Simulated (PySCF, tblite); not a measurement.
# C5H11FSi: geometry, infrared bands and NMR shifts

What infrared bands and NMR shifts should C5H11FSi (`CC(C)[C@@H]1[SiH2][C@H]1F`) show?

Programs: tblite 0.8.0 and PySCF 2.14.0, with density-fitted response routines of our own. Each step states its level of theory. These are calculated values for one molecule in the gas phase, unless marked as measured. Atoms are numbered from 0 throughout.

### 1 Starting geometry

18 atoms, charge 0, multiplicity 1; geometry from: force field or distance geometry start.

Bonds of the start (Å): C0–C1 1.51, C1–C2 1.53, C1–C3 1.49, C3–Si4 1.82, Si4–C5 1.88, C5–F6 1.38, C5–C3 1.50, C0–H7 1.09, C0–H8 1.12, C0–H9 1.10, C1–H10 1.11, C2–H11 1.08, C2–H12 1.10, C2–H13 1.13, C3–H14 1.14, Si4–H15 1.45, Si4–H16 1.46, C5–H17 1.10.

### 2 Geometry optimisation with GFN2-xTB

Job settings and geometry (Å):

```
{"job": {"kind": "relax", "xc": "GFN2-xTB", "basis": "xTB"}, "charge": 0, "multiplicity": 1}
C      1.449400    -1.089800    -0.356400
C      0.731800     0.222700    -0.119900
C      1.390400     0.900900     1.085800
C     -0.692200    -0.004300     0.237500
Si    -1.878300    -0.857000    -0.845800
C     -1.720400     0.941500    -0.304400
F     -2.779400     1.298500     0.509700
H      1.826800    -1.114600    -1.379600
H      0.789700    -1.959400    -0.102600
H      2.297400    -1.148400     0.346000
H      0.863000     0.856800    -1.021300
H      1.813300     0.131200     1.720000
H      2.113300     1.664600     0.759900
H      0.539500     1.419700     1.621900
H     -0.844200    -0.215200     1.344400
H     -1.689600    -1.001000    -2.281000
H     -2.875600    -1.687100    -0.167800
H     -1.343700     1.647300    -1.057900
```

Started as:

```
> OMP_NUM_THREADS=1 python probes_run.py task.json out
```

One launch serves the whole session: the jobs run in the order shown.

Standard output:

```text
step      E/eV     max force
  0    -617.56933    2.524
  1    -617.80682    1.161
  2    -617.91205    0.835
  3    -618.03825    0.869
  4    -618.09928    0.572
  5    -618.13891    0.427
  6    -618.15665    0.277
  7    -618.17150    0.240
  8    -618.18457    0.254
  9    -618.19804    0.233
 10    -618.20999    0.239
 11    -618.21894    0.190
 12    -618.22444    0.167
 13    -618.22839    0.161
 14    -618.23202    0.159
 15    -618.23551    0.146
 16    -618.23896    0.138
 17    -618.24226    0.131
 18    -618.24532    0.136
 19    -618.24855    0.146
 20    -618.25286    0.195
 21    -618.25926    0.286
 22    -618.26799    0.342
 23    -618.27757    0.276
 24    -618.28581    0.218
 25    -618.29118    0.184
 26    -618.29581    0.203
 27    -618.30020    0.223
 28    -618.30412    0.194
 29    -618.30722    0.136
 30    -618.30999    0.129
 31    -618.31271    0.156
 32    -618.31762    0.212
 33    -618.32178    0.178
 34    -618.32469    0.110
 35    -618.32680    0.109
 36    -618.32916    0.118
 37    -618.33172    0.145
 38    -618.33395    0.179
 39    -618.33627    0.139
 40    -618.33846    0.116
 41    -618.34092    0.139
 42    -618.34431    0.178
 43    -618.34843    0.230
 44    -618.35308    0.198
 45    -618.35848    0.205
 46    -618.36466    0.221
 47    -618.36995    0.220
 48    -618.36753    0.352
 49    -618.37824    0.192
 50    -618.38107    0.153
 51    -618.38564    0.183
 52    -618.38925    0.164
 53    -618.39366    0.174
 54    -618.39687    0.170
 55    -618.39800    0.221
 56    -618.40119    0.128
 57    -618.40387    0.113
 58    -618.41205    0.115
 59    -618.41506    0.183
 60    -618.41913    0.184
 61    -618.42255    0.160
 62    -618.42527    0.118
 63    -618.42703    0.136
 64    -618.42926    0.079
 65    -618.43143    0.083
 66    -618.43251    0.072
 67    -618.43429    0.082
 68    -618.43595    0.069
 69    -618.43719    0.060
 70    -618.43784    0.079
 71    -618.43837    0.060
 72    -618.43917    0.070
 73    -618.44043    0.083
 74    -618.44168    0.087
 75    -618.44265    0.059
 76    -618.44323    0.052
 77    -618.44371    0.052
 78    -618.44426    0.060
 79    -618.44491    0.060
 80    -618.44551    0.050
 81    -618.44594    0.052
 82    -618.44626    0.046
 83    -618.44661    0.054
 84    -618.44702    0.061
 85    -618.44743    0.050
 86    -618.44775    0.033
 87    -618.44799    0.037
 88    -618.44816    0.039
 89    -618.44828    0.028
 90    -618.44835    0.023
 91    -618.44839    0.015
 92    -618.44843    0.014
 93    -618.44848    0.021
 94    -618.44853    0.023
 95    -618.44859    0.022
 96    -618.44865    0.016
 97    -618.44872    0.021
 98    -618.44879    0.022
 99    -618.44887    0.022
100    -618.44896    0.026
101    -618.44905    0.028
102    -618.44917    0.038
103    -618.44933    0.040
104    -618.44951    0.031
105    -618.44964    0.023
106    -618.44973    0.022
107    -618.44982    0.022
108    -618.44993    0.029
109    -618.45005    0.022
110    -618.45014    0.020
111    -618.45020    0.019
112    -618.45027    0.022
113    -618.45036    0.027
114    -618.45047    0.022
115    -618.45055    0.023
116    -618.45061    0.022
117    -618.45066    0.024
118    -618.45071    0.020
119    -618.45074    0.012
120    -618.45077    0.011
121    -618.45078    0.012
122    -618.45079    0.012
123    -618.45080    0.008
```

Wall time 0.85 s (1 thread of Arm Neoverse V1, shared host).

Along the way: (not every step is listed)

| step | energy from step 0 (eV) | largest force (eV/Å) |
| --- | --- | --- |
| 0 | 0.0000 | 2.5237 |
| 1 | -0.2375 | 1.1605 |
| 2 | -0.3427 | 0.8351 |
| 3 | -0.4689 | 0.8689 |
| 4 | -0.5299 | 0.5725 |
| 5 | -0.5696 | 0.4270 |
| 6 | -0.5873 | 0.2773 |
| 7 | -0.6022 | 0.2400 |
| 8 | -0.6152 | 0.2542 |
| 19 | -0.6792 | 0.1462 |
| 30 | -0.7407 | 0.1293 |
| 41 | -0.7716 | 0.1393 |
| 52 | -0.8199 | 0.1641 |
| 63 | -0.8577 | 0.1365 |
| 74 | -0.8723 | 0.0872 |
| 85 | -0.8781 | 0.0501 |
| 96 | -0.8793 | 0.0162 |
| 107 | -0.8805 | 0.0220 |
| 118 | -0.8814 | 0.0197 |
| 119 | -0.8814 | 0.0119 |
| 120 | -0.8814 | 0.0107 |
| 121 | -0.8814 | 0.0116 |
| 122 | -0.8815 | 0.0116 |
| 123 | -0.8815 | 0.0081 |

Close pairs (by a distance rule), those that changed most:

| bond | before (Å) | after (Å) | change (Å) |
| --- | --- | --- | --- |
| C3–Si4 | 1.819 | 1.893 | +0.074 |
| C3–H14 | 1.137 | 1.087 | -0.050 |
| C2–H13 | 1.132 | 1.087 | -0.044 |
| C0–H8 | 1.121 | 1.088 | -0.033 |
| C1–C3 | 1.486 | 1.516 | +0.031 |
| C3–C5 | 1.498 | 1.528 | +0.030 |
| Si4–H16 | 1.464 | 1.447 | -0.017 |
| C0–H9 | 1.103 | 1.087 | -0.015 |

The next job starts from the end point, and lists it.

### 3 Vibrational analysis with GFN2-xTB

Job settings and geometry (Å):

```
{"job": {"kind": "ir", "xc": "GFN2-xTB", "basis": "xTB"}, "charge": 0, "multiplicity": 1}
C      1.548156    -1.157169    -0.208127
C      0.731127     0.126901    -0.092197
C      1.298293     1.028849     1.003605
C     -0.721637    -0.198233     0.196003
Si    -1.961460    -0.721243    -1.134991
C     -1.768797     0.869086    -0.118621
F     -2.643815     1.162616     0.902113
H      1.147888    -1.791173    -0.996382
H      1.514802    -1.711173     0.727495
H      2.587243    -0.931131    -0.435562
H      0.783468     0.661920    -1.047767
H      1.291616     0.509062     1.959503
H      2.322596     1.314296     0.773496
H      0.701540     1.932621     1.101839
H     -0.855049    -0.632960     1.182890
H     -1.545540    -0.631290    -2.521741
H     -3.024621    -1.629339    -0.761871
H     -1.414572     1.804676    -0.541343
```

Standard output:

```text
mode    cm-1     km/mol
  1      62.7      1.08
  2     113.0      3.24
  3     190.3      0.34
  4     201.4      0.01
  5     232.8      3.36
  6     242.9      0.35
  7     294.0      1.42
  8     364.3      6.72
  9     386.7      0.91
 10     450.0     10.71
 11     479.0      9.51
 12     480.9     68.51
 13     524.6    126.95
 14     687.5     25.01
 15     716.6    125.90
 16     743.4     46.64
 17     868.2     32.26
 18     933.3     42.12
 19     946.3      1.82
 20     969.0     16.56
 21     989.1     11.20
 22     995.6      6.41
 23    1072.6     25.89
 24    1110.0     12.74
 25    1148.3      5.16
 26    1155.6     15.23
 27    1187.5     19.13
 28    1231.0      1.45
 29    1292.5     14.07
 30    1321.3      1.89
 31    1355.7     23.30
 32    1405.2      5.70
 33    1418.2      1.99
 34    1494.2      0.25
 35    1496.7      1.69
 36    1503.8      3.94
 37    1506.8      2.06
 38    2373.4    200.70
 39    2409.0    333.89
 40    2918.4     49.19
 41    2993.0     28.52
 42    3010.7     21.52
 43    3026.2     19.64
 44    3026.6     18.03
 45    3031.7     50.16
 46    3033.3     78.69
 47    3038.7     35.80
 48    3040.0     30.95
```

Run time: 0.61 s. Hardware: 1 thread of Arm Neoverse V1, shared host.

Which atoms move in the most intense modes:

| cm⁻¹ | km/mol | atoms |
| --- | --- | --- |
| 481 | 68.5 | H15 27 %, H16 25 %, Si4 12 % |
| 525 | 127.0 | H15 54 %, H16 35 % |
| 717 | 125.9 | H15 43 %, H16 30 %, C3 11 % |
| 2373 | 200.7 | H15 93 % |
| 2409 | 333.9 | H16 93 % |
| 2918 | 49.2 | H10 93 % |
| 3032 | 50.2 | H7 43 %, H11 31 %, H12 11 % |
| 3033 | 78.7 | H8 43 %, H9 30 %, H11 11 % |

### 4 Shielding tensors: PBE0/pcSseg-1

Same as in step 3 but for these lines:

```diff
@@ -1,2 +1,2 @@
-{"job": {"kind": "ir", "xc": "GFN2-xTB", "basis": "xTB"}, "charge": 0, "multiplicity": 1}
+{"job": {"kind": "nmr", "xc": "PBE0", "basis": "pcSseg-1"}, "charge": 0, "multiplicity": 1}
 C      1.548156    -1.157169    -0.208127
```

Level: GIAO PBE0/pcSseg-1 NMR shielding, non-relativistic, gas phase.

Standard output:

```text
coarse grid: 14960 points
cycle   1  E = -585.8127429504  dE =  6.612e-01  |g| = 5.588e-01  |ddm| = 3.671e+00
cycle   2  E = -585.7671652827  dE =  4.558e-02  |g| = 7.490e-01  |ddm| = 1.179e+00
cycle   3  E = -585.8819140345  dE = -1.147e-01  |g| = 5.738e-02  |ddm| = 7.276e-01
cycle   4  E = -585.8824641030  dE = -5.501e-04  |g| = 2.607e-02  |ddm| = 6.934e-02
cycle   5  E = -585.8826180371  dE = -1.539e-04  |g| = 5.079e-03  |ddm| = 2.462e-02
cycle   6  E = -585.8826232988  dE = -5.262e-06  |g| = 1.845e-03  |ddm| = 6.376e-03
final grid: 138664 points
cycle   7  E = -585.9318683903  dE = -4.697e-05  |g| = 7.713e-03  |ddm| = 3.383e-02
cycle   8  E = -585.9318592047  dE =  9.186e-06  |g| = 9.758e-03  |ddm| = 1.564e-02
cycle   9  E = -585.9318833220  dE = -2.412e-05  |g| = 1.132e-03  |ddm| = 9.762e-03
cycle  10  E = -585.9318835980  dE = -2.760e-07  |g| = 3.133e-04  |ddm| = 1.388e-03
cycle  11  E = -585.9318836185  dE = -2.051e-08  |g| = 5.964e-05  |ddm| = 2.605e-04
cycle  12  E = -585.9318836193  dE = -7.819e-10  |g| = 2.328e-05  |ddm| = 8.804e-05
converged SCF energy = -585.9318836193

GIAO shielding tensors (ppm)
atom      isotropic    diamagn.    paramagn.     s11        s22        s33       span
  0 C      160.541     247.623     -87.082    142.554    152.322    186.749     44.195
  1 C      153.442     244.085     -90.643    145.495    151.974    162.857     17.363
  2 C      161.803     247.656     -85.852    146.815    152.019    186.577     39.762
  3 C      154.857     254.303     -99.446    126.331    138.630    199.611     73.280
  4 Si     486.922     881.926    -395.004    386.676    417.817    656.274    269.598
  5 C      103.011     248.323    -145.313     39.073     77.730    192.229    153.156
  6 F      418.244     470.821     -52.577    372.422    418.110    464.200     91.778
  7 H       30.481      30.914      -0.433     25.400     29.697     36.347     10.947
  8 H       30.739      30.875      -0.136     27.790     28.476     35.949      8.159
  9 H       30.601      30.191       0.409     25.973     27.955     37.874     11.902
 10 H       31.023      33.551      -2.528     27.431     30.170     35.468      8.037
 11 H       30.757      30.999      -0.242     27.793     28.523     35.954      8.161
 12 H       30.457      30.126       0.332     25.862     27.653     37.858     11.995
 13 H       29.983      31.004      -1.021     24.894     29.286     35.770     10.875
 14 H       30.591      33.276      -2.686     26.344     29.795     35.633      9.288
 15 H       29.223      30.644      -1.421     24.371     26.828     36.470     12.098
 16 H       28.672      30.113      -1.441     23.620     26.361     36.035     12.416
 17 H       26.684      31.178      -4.494     23.314     27.588     29.151      5.837
```

It took 35 s on 1 thread of Arm Neoverse V1, shared host; peak memory 0.83 GiB.

Shifts follow as δ = σ(reference) − σ, with reference shieldings (ppm) from runs at the same level and on the same kind of geometry: 1H TMS 31.72, 13C TMS 186.9, 29Si TMS 349.2, 19F CFCl3 170.9. The references are single molecules in the gas phase, so shifts against H2O, NH3, PH3, H3PO4 or CFCl3 are not on the usual liquid scales and can be off by tens of ppm. Atoms listed in one row are averaged.

| atoms | environment | σ (ppm) | δ (ppm) | δ scaled to CDCl3 |
| --- | --- | --- | --- | --- |
| C5 | three-membered-ring carbon bearing a halogen | 103.0 | 83.9 | 80.0 |
| C1 | sp3 CH | 153.4 | 33.5 | 30.8 |
| C3 | three-membered-ring carbon | 154.9 | 32.1 | 29.4 |
| C0 | methyl carbon | 160.5 | 26.4 | 23.8 |
| C2 | methyl carbon | 161.8 | 25.1 | 22.6 |
| H17 | hydrogen on a three-membered-ring carbon bearing a halogen | 26.68 | 5.03 | 4.85 |
| H16 | hydrogen on a silicon bonded to 2 C, in a 3-membered ring | 28.67 | 3.04 | – |
| H15 | hydrogen on a silicon bonded to 2 C, in a 3-membered ring | 29.22 | 2.49 | – |
| H11, H12, H13 | hydrogen on a methyl carbon | 30.40 | 1.32 | 1.35 |
| H14 | hydrogen on a three-membered-ring carbon | 30.59 | 1.13 | 1.17 |
| H7, H8, H9 | hydrogen on a methyl carbon | 30.61 | 1.11 | 1.15 |
| H10 | hydrogen on an sp3 CH | 31.02 | 0.69 | 0.76 |
| Si4 | silicon bonded to 2 C, 2 H, in a 3-membered ring | 486.9 | -137.8 | – |
| F6 | fluorine on an sp3 carbon | 418.2 | -247.3 | – |

The scaled column applies a straight-line fit of computed shieldings to shifts measured in CDCl3, and one for carbons that bear F (root-mean-square error 0.16 ppm for H, 1.9 ppm for C).

The run also stored atomic charges by several schemes (e):

| atoms | Mulliken | IAO | Hirshfeld | ESP fit |
| --- | --- | --- | --- | --- |
| C0 | -0.19 | -0.41 | -0.12 | -0.67 |
| C1 | -0.34 | -0.08 | -0.02 | 0.51 |
| C2 | -0.19 | -0.42 | -0.12 | -0.57 |
| C3 | -0.42 | -0.37 | -0.12 | -0.34 |
| Si4 | 0.48 | 0.58 | 0.29 | 0.13 |
| C5 | 0.07 | -0.06 | -0.03 | -0.15 |
| F6 | -0.32 | -0.31 | -0.12 | -0.16 |

Mayer bond orders: C0–C1 1.03, C1–C2 1.02, C1–C3 0.98, C3–Si4 0.92, Si4–C5 0.93, C5–F6 0.87, C5–C3 0.88.

Ring of atoms C3, Si4, C5: NICS(0) -23.9, NICS(1) -7.9, NICS(1)zz -14.3 ppm (means of both faces; NICS(1) differs between them: -9.4 and -6.4).

In rings of three or four atoms NICS is ruled by the nearby σ bonds, so it says little on aromaticity.

Orbitals, density, ELF and potential are computed afterwards from the orbital file.

Frontier orbitals at PBE0/pcSseg-1, with the share of their density that lies nearest to each atom:

| orbital | energy (eV) | lies on |
| --- | --- | --- |
| HOMO | -6.82 | Si4 27 %; C5 23 %; C3 15 % |
| LUMO | 0.11 | Si4 26 %; H15, H16 about 17 % each; C3, C5 about 11 % each |

ELF in a plane through or near 8 of the atoms.

Ten even steps from '0' (0.00) to '9' (1.00):
```
0000000000000000000000000000
0000000000000000000000000000
0000000000000000000000000000
0000000000241000000000000000
0000000005999200001220000000
0000000017999400001331000000
0000027866999101553210000000
0000069994274003631420000000
0000069996586334723874200000
0000015754861675658997410000
0000000001533575640115410000
0000002665796334725712320000
0000039999355101641113310000
0000049999689610355443200000
0000006874699960023321000000
0000000111699960001100000000
0000000000167400000000000000
0000000000000000000000000000
0000000000000000000000000000
0000000000000000000000000000
```
The map spans 11.6 Å across and 9.7 Å up, centred on the molecule. Atoms in the plane (x, y in Å): C1 (-0.7, -0.1), C2 (-1.6, 1.1), Si4 (2.2, -0.8), C5 (1.7, 1.0), H7 (-0.7, -2.2), H9 (-2.3, -1.5), H12 (-2.5, 1.0), H13 (-1.1, 2.0).

On the surface of density 0.002 e/bohr³ the electrostatic potential runs, from the 1st to the 99th percentile, from -1.14 V near F6 to 1.09 V near H15.

### 5 Results

| quantity | value |
| --- | --- |
| strongest single infrared mode (GFN2-xTB) | 2409 cm⁻¹, 334 km/mol |
| zero-point energy (GFN2-xTB) | 90.7 kcal/mol |
| 13C shifts against TMS (PBE0/pcSseg-1) | 83.9, 33.5, 32.1, 26.4, 25.1 ppm |
| 1H shifts against TMS (PBE0/pcSseg-1, means over atoms taken as alike) | 5.03, 3.04, 2.49, 1.32, 1.13, 1.11, 0.69 ppm |
| 29Si shifts against TMS (PBE0/pcSseg-1) | -137.8 ppm |
| 19F shifts against CFCl3 (PBE0/pcSseg-1) | -247.3 ppm |
| surface potential, 1st and 99th percentile | -1.14 V and 1.09 V |

**Reading.** Over 123 steps the energy fell by 0.881 eV; of the close pairs, C3–Si4 changed most, 1.819 to 1.893 Å. No mode is imaginary among the 48: a minimum at this level. The strongest single mode, at 2409 cm⁻¹, moves mainly H16. GFN2-xTB is a fitted tight-binding method: band positions and strengths are rough. Its intensities can rank the bands wrongly. The most deshielded carbon is C5 (three-membered-ring carbon bearing a halogen), at 83.9 ppm: pulled downfield by the heteroatom. The most deshielded hydrogen is H17 (hydrogen on a three-membered-ring carbon bearing a halogen), at 5.03 ppm: its carbon carries F, hence the downfield position. At PBE0/pcSseg-1: Shielding is most anisotropic at Si4 (span 270 ppm, paramagnetic term -395 ppm).
